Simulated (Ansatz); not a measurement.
# B2ClH4NO: the cost of one run

All numbers are computed with the Python package of Ansatz 0.2.0. Level of theory: r2SCAN/def2-SVPD.

**1. The structure**

Bond lengths: B1–O2 1.396 Å, O2–B3 1.478 Å, B3–N4 1.484 Å, B3–Cl5 1.853 Å, B1–H6 1.222 Å, B1–H7 1.211 Å, N4–H8 1.016 Å, N4–H9 1.115 Å. Angles: B1–O2–B3 105.1°, O2–B1–H6 123.3°, O2–B1–H7 122.1°, H6–B1–H7 114.5°, O2–B3–N4 118.0°, O2–B3–Cl5 119.6°, N4–B3–Cl5 121.2°, B3–N4–H8 111.9°, B3–N4–H9 107.4°, H8–N4–H9 105.9°.

No structure file is read: the coordinates are typed or built in the script.

**2. The script**

Contents of ip_b2clh4no.py:

```python
"""Vertical ionisation energy and electron affinity of B2ClH4NO."""

import ansatz as az

BASIS_SET = "def2-SVPD"
FUNCTIONAL = "r2scan"


def energy(molecule, charge=0, unpaired=0):
    calc = molecule.calculation().basis(gaussian=BASIS_SET).functional(FUNCTIONAL)
    if charge:
        calc = calc.charge(charge)
    if unpaired:
        calc = calc.spin("collinear", total=unpaired)
    return calc.run().report["free_energy_ev"]


def main() -> None:
    geometry_ang = [
        ("B", (0.0983, 1.5345, -0.3248)),
        ("O", (1.0104, 0.4997, -0.1079)),
        ("B", (0.2485, -0.7431, -0.3533)),
        ("N", (-0.2948, -1.4693, 0.8208)),
        ("Cl", (0.2945, -1.5284, -2.0312)),
        ("H", (-0.5837, 2.0259, 0.5626)),
        ("H", (-0.025, 2.0677, -1.4055)),
        ("H", (0.4116, -1.6157, 1.5369)),
        ("H", (-1.0713, -0.8175, 1.2853)),
    ]
    b2clh4no = az.Crystal.molecule()
    for symbol, xyz in geometry_ang:
        b2clh4no = b2clh4no.atom(symbol, xyz)

    # total-energy differences at one geometry
    parent = energy(b2clh4no, 0, 0)
    cation = energy(b2clh4no, 1, 1)
    print(f"E(N)   = {parent:.5f} eV")
    print(f"E(N-1) = {cation:.5f} eV  (1 unpaired)")
    print(f"vertical ionisation energy {cation - parent:.3f} eV")
    anion = energy(b2clh4no, -1, 1)
    print(f"E(N+1) = {anion:.5f} eV  (1 unpaired)")
    print(f"vertical electron affinity {parent - anion:.3f} eV" + ("" if anion < parent else " (unbound in this basis)"))
    print(f"fundamental gap IP - EA = {cation + anion - 2 * parent:.3f} eV")


if __name__ == "__main__":
    main()
```

**3. The calls as engine input**

The engine receives this input (first run):

```yaml
crystal:
  periodic: [false, false, false]
  atoms:
    - { symbol: B, position_ang: [0.0983, 1.5345, -0.3248] }
    - { symbol: O, position_ang: [1.0104, 0.4997, -0.1079] }
    - { symbol: B, position_ang: [0.2485, -0.7431, -0.3533] }
    - { symbol: "N", position_ang: [-0.2948, -1.4693, 0.8208] }
    - { symbol: Cl, position_ang: [0.2945, -1.5284, -2.0312] }
    - { symbol: H, position_ang: [-0.5837, 2.0259, 0.5626] }
    - { symbol: H, position_ang: [-0.025, 2.0677, -1.4055] }
    - { symbol: H, position_ang: [0.4116, -1.6157, 1.5369] }
    - { symbol: H, position_ang: [-1.0713, -0.8175, 1.2853] }
basis:
  gaussian:
    orbitals: def2-SVPD
hamiltonian:
  xc: r2scan
```

**4. The run**

On the command line:

```sh
$ python ip_b2clh4no.py
```

What time and memory should one allow on 1 thread of AMD EPYC 9R45 (Zen 5), shared host?

About 24 s, with a peak of 0.48 GiB.
